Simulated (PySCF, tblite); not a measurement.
# C6H14Si: dynamics, then NMR shifts on frames, part 2 of 2

tblite 0.8.0 and PySCF 2.14.0. Atoms count from 0. Earlier steps stand in the parts before.

### Step 6. Nuclear shieldings: 800 fs, PBE0/pcSseg-1

The job: settings as JSON, then the geometry in Å.

```
{"job": {"kind": "nmr", "xc": "PBE0", "basis": "pcSseg-1", "pop": false}, "charge": 0, "multiplicity": 1}
C      1.132700     1.487400    -1.150300
C      0.695400     1.246500     0.248400
C     -0.835200     0.838600     0.145300
C     -1.142000     0.378600     1.546300
C     -2.667000     0.532500     1.716400
C     -3.043300     1.918900     1.019200
Si    -2.107000     2.060400    -0.637100
H      0.743000     0.917800    -1.975800
H      0.798000     2.507400    -1.394700
H      2.151300     1.710500    -1.345300
H      0.850700     2.071900     0.865100
H      1.083500     0.325600     0.732400
H     -0.655900    -0.031300    -0.460600
H     -0.852600    -0.639600     1.700300
H     -0.676400     1.064300     2.260100
H     -3.116400    -0.206000     1.091100
H     -2.877600     0.390800     2.730000
H     -4.149700     2.034000     0.913200
H     -2.707600     2.714700     1.660200
H     -2.454400     1.471500    -1.997600
H     -1.855600     3.556200    -0.992300
```

With the program's defaults for keys left out, this is: GIAO PBE0/pcSseg-1 NMR shielding, non-relativistic, gas phase.

Log:

```text
coarse grid: 16824 points
cycle   1  E = -525.9354309314  dE =  6.171e-01  |g| = 4.965e-01  |ddm| = 3.943e+00
cycle   2  E = -525.8972038025  dE =  3.823e-02  |g| = 6.288e-01  |ddm| = 1.066e+00
cycle   3  E = -526.0029515136  dE = -1.057e-01  |g| = 5.520e-02  |ddm| = 6.670e-01
cycle   4  E = -526.0035449871  dE = -5.935e-04  |g| = 2.721e-02  |ddm| = 7.978e-02
cycle   5  E = -526.0037228920  dE = -1.779e-04  |g| = 5.062e-03  |ddm| = 2.614e-02
cycle   6  E = -526.0037287211  dE = -5.829e-06  |g| = 1.166e-03  |ddm| = 5.481e-03
final grid: 154384 points
cycle   7  E = -526.0477124986  dE = -5.147e-05  |g| = 9.466e-03  |ddm| = 3.580e-02
cycle   8  E = -526.0476993216  dE =  1.318e-05  |g| = 1.179e-02  |ddm| = 1.948e-02
cycle   9  E = -526.0477358058  dE = -3.648e-05  |g| = 7.935e-04  |ddm| = 1.142e-02
cycle  10  E = -526.0477359386  dE = -1.328e-07  |g| = 3.100e-04  |ddm| = 1.030e-03
cycle  11  E = -526.0477359615  dE = -2.287e-08  |g| = 4.746e-05  |ddm| = 2.678e-04
cycle  12  E = -526.0477359620  dE = -4.875e-10  |g| = 1.628e-05  |ddm| = 6.824e-05
converged SCF energy = -526.0477359620

GIAO shielding tensors (ppm)
atom      isotropic    diamagn.    paramagn.     s11        s22        s33       span
  0 C      175.904     242.562     -66.659    154.048    171.796    201.867     47.819
  1 C      152.741     249.792     -97.051    137.365    148.793    172.065     34.701
  2 C      146.439     257.776    -111.338    117.697    146.700    174.919     57.222
  3 C      145.521     245.633    -100.112    124.666    146.782    165.114     40.448
  4 C      154.593     253.068     -98.475    125.888    163.102    174.789     48.901
  5 C      168.422     249.897     -81.476    147.464    167.296    190.506     43.043
  6 Si     379.832     880.351    -500.519    306.644    355.679    477.173    170.530
  7 H       31.339      31.173       0.166     26.601     29.983     37.432     10.830
  8 H       30.507      30.214       0.293     25.911     29.807     35.803      9.893
  9 H       31.359      29.435       1.924     26.253     27.447     40.377     14.124
 10 H       31.567      34.976      -3.409     28.180     30.997     35.525      7.345
 11 H       29.381      33.250      -3.868     24.089     29.421     34.635     10.546
 12 H       30.487      37.279      -6.792     27.650     29.034     34.776      7.126
 13 H       29.752      32.751      -3.000     25.412     28.508     35.335      9.924
 14 H       30.542      33.210      -2.669     25.500     31.015     35.110      9.610
 15 H       30.807      32.653      -1.847     26.450     28.820     37.149     10.699
 16 H       30.627      31.084      -0.457     24.840     28.521     38.521     13.682
 17 H       29.777      25.269       4.508     24.613     27.078     37.639     13.025
 18 H       31.258      29.452       1.806     26.936     28.516     38.322     11.386
 19 H       26.585      28.575      -1.990     23.289     24.362     32.104      8.815
 20 H       26.312      28.319      -2.007     23.536     24.238     31.162      7.626
```

Wall time 33 s (1 thread of Arm Neoverse V1, shared host); peak memory 0.91 GiB.

Key values: δ C3 41.4, C2 40.5, C1 34.2, C4 32.3, H20 5.40, H19 5.13 ppm.

### Step 7. NMR shieldings: 1000 fs, PBE0/pcSseg-1

The job: settings as JSON, then the geometry in Å.

```
{"job": {"kind": "nmr", "xc": "PBE0", "basis": "pcSseg-1", "pop": false}, "charge": 0, "multiplicity": 1}
C      0.536300     2.089100    -2.499200
C      0.597600     1.648400    -1.007000
C     -0.918900     1.544100    -0.433200
C     -0.849500     0.959600     0.945200
C     -2.327900     0.767100     1.151900
C     -2.939100     2.230300     1.092900
Si    -2.126700     3.074100    -0.461000
H     -0.212900     1.402700    -3.099100
H      0.207800     3.078400    -2.504400
H      1.625500     2.017300    -2.835400
H      1.181000     2.426100    -0.493200
H      1.047400     0.622300    -0.727200
H     -1.341800     0.805400    -1.113900
H     -0.220900     0.055200     0.888400
H     -0.638200     1.679900     1.843000
H     -2.802400     0.129600     0.469600
H     -2.592800     0.483600     2.242200
H     -4.055800     2.268700     1.235600
H     -2.641800     2.710400     1.997500
H     -2.876500     3.221000    -1.695100
H     -1.421100     4.446400    -0.194300
```

Level: GIAO PBE0/pcSseg-1 NMR shielding, non-relativistic, gas phase.

Log:

```text
coarse grid: 16824 points
cycle   1  E = -525.9435665324  dE =  3.394e-01  |g| = 4.559e-01  |ddm| = 3.872e+00
cycle   2  E = -525.9050085834  dE =  3.856e-02  |g| = 5.980e-01  |ddm| = 1.010e+00
cycle   3  E = -526.0016953000  dE = -9.669e-02  |g| = 5.361e-02  |ddm| = 6.320e-01
cycle   4  E = -526.0022257280  dE = -5.304e-04  |g| = 2.851e-02  |ddm| = 7.785e-02
cycle   5  E = -526.0024270404  dE = -2.013e-04  |g| = 4.784e-03  |ddm| = 2.653e-02
cycle   6  E = -526.0024322219  dE = -5.181e-06  |g| = 1.048e-03  |ddm| = 4.771e-03
final grid: 154384 points
cycle   7  E = -526.0458216817  dE = -4.157e-05  |g| = 8.253e-03  |ddm| = 3.354e-02
cycle   8  E = -526.0458086607  dE =  1.302e-05  |g| = 1.083e-02  |ddm| = 1.822e-02
cycle   9  E = -526.0458400555  dE = -3.139e-05  |g| = 7.891e-04  |ddm| = 1.069e-02
cycle  10  E = -526.0458401851  dE = -1.295e-07  |g| = 3.054e-04  |ddm| = 9.807e-04
cycle  11  E = -526.0458402079  dE = -2.282e-08  |g| = 4.435e-05  |ddm| = 2.632e-04
cycle  12  E = -526.0458402083  dE = -4.056e-10  |g| = 1.541e-05  |ddm| = 5.864e-05
converged SCF energy = -526.0458402083

GIAO shielding tensors (ppm)
atom      isotropic    diamagn.    paramagn.     s11        s22        s33       span
  0 C      157.453     249.917     -92.464    140.493    156.109    175.756     35.263
  1 C      137.527     246.149    -108.622    118.012    133.283    161.286     43.274
  2 C      133.488     257.798    -124.310    108.928    119.203    172.332     63.404
  3 C      139.702     241.081    -101.379    124.694    141.679    152.733     28.039
  4 C      149.682     244.249     -94.567    131.576    144.982    172.488     40.912
  5 C      163.333     252.172     -88.839    138.268    158.239    193.493     55.225
  6 Si     394.791     881.074    -486.284    343.738    410.020    430.614     86.877
  7 H       28.564      28.401       0.163     25.136     27.300     33.257      8.121
  8 H       31.096      30.934       0.163     27.107     30.961     35.221      8.114
  9 H       28.439      27.202       1.238     23.479     25.934     35.905     12.425
 10 H       29.427      32.963      -3.536     26.291     29.099     32.891      6.600
 11 H       28.372      31.347      -2.975     23.864     28.187     33.067      9.203
 12 H       30.726      36.548      -5.822     27.517     30.539     34.122      6.605
 13 H       29.047      31.298      -2.252     24.665     27.882     34.593      9.928
 14 H       28.379      31.698      -3.319     24.384     27.302     33.451      9.067
 15 H       31.163      32.328      -1.165     27.499     28.708     37.282      9.783
 16 H       28.050      29.496      -1.446     22.644     25.833     35.674     13.030
 17 H       29.413      26.289       3.123     24.833     26.396     37.010     12.177
 18 H       31.080      31.271      -0.191     27.035     28.195     38.010     10.976
 19 H       27.676      29.288      -1.612     24.625     25.295     33.108      8.483
 20 H       26.704      28.177      -1.473     23.879     24.399     31.834      7.956
```

Wall time 33 s (1 thread of Arm Neoverse V1, shared host); peak memory 0.91 GiB.

In short: δ C2 53.4, C1 49.4, C3 47.2, C4 37.2, H20 5.01, H19 4.04 ppm.

### Step 8. Comparing the runs: NMR shifts

Shifts (ppm) of some atoms, chosen among heavy atoms and hydrogens apart, with basis size and wall time:

```tsv
frame	C3	C1	C2	C0	H10	H9	Si6	functions	time
250 fs	44.2	39.9	24.8	22.7	3.40	2.22	-15.2	196	32 s
425 fs	42.3	36.2	40.6	29.5	2.90	2.60	-6.4	196	29 s
625 fs	55.4	36.8	22.5	18.6	2.34	3.51	-20.3	196	34 s
800 fs	41.4	34.2	40.5	11.0	0.15	0.36	-30.7	196	33 s
1000 fs	47.2	49.4	53.4	29.5	2.29	3.28	-45.6	196	33 s
```

### Step 9. Outcome

This closing draws on all 2 parts.

| quantity | value |
| --- | --- |
| thermostat | 600 K |
| mean temperature, second half | 585 K |
| mean potential energy above the minimum | 1.45 eV |
| 13C shifts against TMS (PBE0/pcSseg-1, 250 fs) | 44.2, 39.9, 29.5, 24.8, 22.7, 16.2 ppm |
| 1H shifts against TMS (PBE0/pcSseg-1, 250 fs) | 5.04, 3.40, 3.37, 3.25, 2.62, 2.58, 2.22, 2.16, 1.78, 1.76, 1.58, 1.37, 1.20, 0.85 ppm |
| 29Si shifts against TMS (PBE0/pcSseg-1, 250 fs) | -15.2 ppm |
| range of the shift of Si6 | -45.6 to -6.4 ppm |

What this shows: In the second half the potential energy averages 1.45 eV above the minimum; equipartition over 57 harmonic modes at 600 K would give 1.47 eV. With 21 atoms the temperature swings widely (275 to 800 K). Shifts at one fixed geometry are not the observed spectrum, which averages over the motion. In the first frame run (250 fs): The widest tensor belongs to Si6: span 109 ppm, with a paramagnetic part of -517 ppm. Across the 5 runs the shift of Si6 moves most, between -45.6 (1000 fs) and -6.4 ppm (425 fs).
